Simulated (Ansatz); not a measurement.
# CH4LiNO: functionals against CCSD(T) at one geometry

One table from this session's results is given with a row withheld; the runs are named, their logs left out.

The runs use Ansatz 0.2.0, Gaussian basis; single points in def2-TZVPP.

Correlated methods freeze the cores. The outer core shell of Li, Na, Mg and K is correlated.

## Where the work starts

8 atoms, charge 0, spin multiplicity 1.

Atoms are counted from 1 here; the program's logs count them from 0.

Bond lengths: Li1–O2 1.587 Å, O2–C3 1.122 Å, C3–N4 1.545 Å, C3–H5 1.157 Å, C3–H6 1.283 Å, N4–H7 1.137 Å, N4–H8 0.982 Å. Angles: Li1–O2–C3 173.9°, O2–C3–N4 126.5°, O2–C3–H5 119.2°, O2–C3–H6 108.9°, N4–C3–H5 91.8°, N4–C3–H6 110.1°, H5–C3–H6 95.4°, C3–N4–H7 90.1°, C3–N4–H8 98.8°, H7–N4–H8 103.3°.

Geometry (Å):

| atom | x (Å) | y (Å) | z (Å) |
| --- | --- | --- | --- |
| Li1 | -2.1439 | -1.1847 | 0.8019 |
| O2 | -1.0267 | -0.3539 | 0.0399 |
| C3 | -0.1617 | 0.1985 | -0.4137 |
| N4 | 1.2217 | 0.4318 | 0.2329 |
| H5 | -0.2769 | 1.3233 | -0.6591 |
| H6 | -0.0206 | -0.1777 | -1.6317 |
| H7 | 1.3290 | -0.6861 | 0.4101 |
| H8 | 0.9242 | 0.7717 | 1.1045 |

Set-up of the first run:

The input, run/in.yaml:

```yaml
crystal:
  periodic: [false, false, false]
  atoms:
    - {symbol: Li, position_ang: [-2.143900, -1.184700, 0.801900]}
    - {symbol: O, position_ang: [-1.026700, -0.353900, 0.039900]}
    - {symbol: C, position_ang: [-0.161700, 0.198500, -0.413700]}
    - {symbol: N, position_ang: [1.221700, 0.431800, 0.232900]}
    - {symbol: H, position_ang: [-0.276900, 1.323300, -0.659100]}
    - {symbol: H, position_ang: [-0.020600, -0.177700, -1.631700]}
    - {symbol: H, position_ang: [1.329000, -0.686100, 0.410100]}
    - {symbol: H, position_ang: [0.924200, 0.771700, 1.104500]}
basis:
  gaussian: {orbitals: def2-TZVPP}
correlation: {method: ccsd_t}
output: {forces: true}
```

The command line of these runs was not kept.

Steps of the session up to this table: CCSD(T)/def2-TZVPP; PBE0-D4/def2-TZVPP; wB97M-V/def2-TZVPP; r2SCAN-D4/def2-TZVPP; PBE-D4/def2-TZVPP; revPBE-D4/def2-TZVPP; r2SCAN0-D4/def2-TZVPP.

One of the session's tables, all rows but one given; the rest of the session is left out.

| method | RMS force component (eV/Å) | angle to CCSD(T) forces (°) | dipole (D) |
| --- | --- | --- | --- |
| CCSD(T) | 5.927 | reference | 9.08 |
| PBE0-D4 | 5.717 | 1.2 | 8.98 |
| wB97M-V | 5.820 | 0.9 | 9.02 |
| r2SCAN-D4 | 5.638 | 0.8 | 9.09 |
| PBE-D4 | ? | ? | ? |
| revPBE-D4 | 5.735 | 2.0 | 8.74 |
| r2SCAN0-D4 | 5.672 | 2.1 | 9.18 |

**Question.** Estimate the row for PBE-D4.

As computed: RMS force component (eV/Å): 5.693; angle to CCSD(T) forces (°): 1.8; dipole (D): 8.71. In the column «RMS force component (eV/Å)» it lies between r2SCAN0-D4 (5.672) and PBE0-D4 (5.717).
